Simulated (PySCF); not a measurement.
**CoSOH: relaxation and vibrations of the singlet**

Aim: relax CoSOH as a singlet from a bent start, check by its vibrations whether the end is a minimum, and collect its spectrum and constants.

The runs use PySCF 2.14.0; B3LYP, basis Co def2-SVP, S def2-SVP, O def2-SVP, H def2-SVP, no relativity, density fitting.

### Step 1. The system as given

4 atoms, charge 0, spin multiplicity 1.

Bond lengths: Co1–S2 1.970 Å, Co1–O3 1.740 Å, O3–H4 0.960 Å. Angles: S2–Co1–O3 110.0°, Co1–O3–H4 130.0°.

Coordinates in bohr (charge 0 multiplicity 1):
```
Co    0.4702    0.0130   -0.9360
S    -2.5792    0.0130    1.1992
O     3.1636    0.0130    0.9499
H     4.1189   -1.3767    1.6189
```

### Step 2. Relaxing the singlet from the bent start

One driver script runs all steps and calls PySCF; scf.py shows how it sets up the SCF of each step. The optimiser is the driver's own. Before each start the driver seeks the lowest SCF state from one or more starting densities and follows internal instabilities, so scf.py alone need not reach the same state.

The program finds C1 symmetry in the start.

scf.py

```python
from pyscf import gto, scf, dft
mol = gto.M(atom='''
Co     0.248822     0.006868    -0.495336
S     -1.364878     0.006868     0.634564
O      1.674122     0.006868     0.502664
H      2.179622    -0.728532     0.856664''',
    basis={'Co': 'def2-SVP', 'S': 'def2-SVP', 'O': 'def2-SVP', 'H': 'def2-SVP'},
    charge=0, spin=0)
mf = dft.RKS(mol, xc='B3LYP')
mf.grids.atom_grid = (50, 194)
aux = {'Co': 'def2-universal-JKFIT', 'S': 'def2-universal-JKFIT', 'O': 'def2-universal-JKFIT', 'H': 'def2-universal-JKFIT'}
mf = mf.density_fit(auxbasis=aux)
mf.kernel()
```

Steps of the walk:

| step | energy (Eh) | change (kJ/mol) | largest gradient (Eh/bohr) |
| --- | --- | --- | --- |
| 0 | -1856.406130 | 0.00 | 0.03236 |
| 1 | -1856.413555 | -19.49 | 0.02183 |
| 2 | -1856.415160 | -23.71 | 0.05599 |
| 3 | -1856.420744 | -38.37 | 0.01655 |
| 4 | -1856.422854 | -43.91 | 0.01334 |
| 5 | -1856.424512 | -48.26 | 0.01978 |
| 6 | -1856.425703 | -51.39 | 0.01416 |
| 7 | -1856.427450 | -55.98 | 0.00404 |
| 8 | -1856.427799 | -56.89 | 0.00371 |
| 9 | -1856.427890 | -57.13 | 0.00263 |
| 10 | -1856.427928 | -57.23 | 0.00207 |
| 11 | -1856.428010 | -57.45 | 0.00175 |
| 12 | -1856.428072 | -57.61 | 0.00156 |
| 13 | -1856.428104 | -57.69 | 0.00092 |
| 14 | -1856.428111 | -57.71 | 0.00022 |
| 15 | -1856.428111 | -57.71 | 0.00019 |

The walk took 32 s on 4 threads, shared host.

End point (Cs, 15 steps, 57.7 kJ/mol gained): Co–O 1.683 Å, Co–S 1.937 Å, O–H 0.967 Å; Co–O–H 136.1°, O–Co–S 149.0°.

### Step 3. Vibrations and properties at this point

The point is checked on the finer grid, and tightened if its gradient asks for it. The Hessian and the dipole derivatives come from central differences of analytic gradients, with steps of 0.01 bohr.

Changes to scf.py since step 2:

```diff
@@ -3,4 +3,4 @@
-Co     0.248822     0.006868    -0.495336
-S     -1.364878     0.006868     0.634564
-O      1.674122     0.006868     0.502664
-H      2.179622    -0.728532     0.856664''',
+Co     0.292095     0.105449    -0.219491
+S     -1.561878    -0.062080     0.316036
+O      1.912420    -0.213626     0.108078
+H      2.403063    -0.662422     0.809206''',
@@ -10 +10 @@
-mf.grids.atom_grid = (50, 194)
+mf.grids.atom_grid = (75, 302)
```

The driver hands on the density of the step before, so the log starts near convergence.

SCF at the final geometry:

```text
init E= -1856.42819243717
  HOMO = -0.250794353054518  LUMO = -0.140646509874001  gap/eV = 2.99728
cycle= 1 E= -1856.42819240851  delta_E= 2.87e-08  |g|= 0.000391  |ddm|= 0.000275
  HOMO = -0.250735089568557  LUMO = -0.140557563102601  gap/eV = 2.99808
cycle= 2 E= -1856.42819073148  delta_E= 1.68e-06  |g|= 0.00306  |ddm|= 0.00192
  HOMO = -0.250793321005607  LUMO = -0.140640586204072  gap/eV = 2.99741
cycle= 3 E= -1856.42819243323  delta_E= -1.7e-06  |g|= 0.000144  |ddm|= 0.00164
  HOMO = -0.250789545833725  LUMO = -0.140638119428165  gap/eV = 2.99737
cycle= 4 E= -1856.42819243823  delta_E= -4.99e-09  |g|= 6.48e-06  |ddm|= 0.000113
  HOMO = -0.250789348308654  LUMO = -0.140637974199446  gap/eV = 2.99737
cycle= 5 E= -1856.42819243831  delta_E= -8.28e-11  |g|= 4.81e-06  |ddm|= 2.55e-05
  HOMO = -0.250789542475137  LUMO = -0.140638210687797  gap/eV = 2.99737
Extra cycle  E= -1856.42819243843  delta_E= -1.2e-10  |g|= 7.35e-06  |ddm|= 3.62e-05
converged SCF energy = -1856.42819243843
```

The whole step took 82 s.

Geometry: Cs; Co–O 1.684 Å, Co–S 1.937 Å, O–H 0.966 Å; Co–O–H 135.9°, O–Co–S 148.3°.

Harmonic modes (main isotopes):

```
symmetry  ω (cm⁻¹)  IR (km/mol)
      a'       106          5.1
     a''       421         84.3
      a'       552          5.0
      a'       630          172
      a'       795          104
      a'      3848          208
```

All wavenumbers are real: a minimum.

Constants and moments:

```yaml
Dipole_moment: 1.77 D
Highest_occupied_level: -6.82 eV
Lowest_empty_level: -3.83 eV
Rotational_constants: 2.299, 0.1133, 0.1079 cm⁻¹
Zero-point_energy: 38.0 kJ/mol
Principal_polarisabilities: 22.1, 28.1, 71.3 bohr³
Atomisation_energy_without_zero-point_energy: 962 kJ/mol
Principal_traceless_quadrupole_moments_about_the_centre_of_mass: -5.24, -0.79, 6.03 D Å
Entropy_at_298.15_K_and_1_bar: 288.4 J/(mol K)
Heat_capacity_Cp_at_298.15_K: 58.9 J/(mol K)
Enthalpy_at_298.15_K_above_0_K: 13.66 kJ/mol
Rotational_symmetry_number: 1
```

Charges (e) and bond orders:

```tsv
atom	Mulliken	Löwdin	polar tensor	Mayer order to Co1
Co1	0.44	0.12	0.84	–
S2	-0.19	-0.02	-0.40	2.35
O3	-0.46	-0.19	-0.76	1.13
H4	0.20	0.09	0.32	0.02
```

Mulliken populations on Co1: s 6.69, p 12.45, d 7.42, f 0.00.

### Step 4. Stability of the closed shell

At the lowest minimum the closed shell is tested against spin polarisation, on the (50, 194) grid. It is unstable: an open-shell solution lies lower. That solution was not followed to a minimum here.

### Step 5. Results

| quantity | value |
| --- | --- |
| minimum | singlet, Cs (closed shell, unstable towards spin polarisation) |
| geometry | Co–O 1.684 Å, Co–S 1.937 Å, O–H 0.966 Å; Co–O–H 135.9°, O–Co–S 148.3° |
| wavenumbers (cm⁻¹) | 106 (a'), 421 (a''), 552 (a'), 630 (a'), 795 (a'), 3848 (a') |
| dipole moment | 1.77 D |
| highest occupied, lowest empty level | -6.82, -3.83 eV |
| polar-tensor charge of Co1 | +0.84 e |
| zero-point energy | 38.0 kJ/mol |

**Reading.** The bent start (C1) ends in a minimum of Cs symmetry. The strongest infrared band lies at 3848 cm⁻¹ (a'). Only this shape and spin were tried, so other structures or states may lie lower. A stability analysis at the minimum finds the closed shell unstable towards spin polarisation: an open-shell solution lies lower, and these values are not those of the lowest state.

The search up to here took 2.2 min.
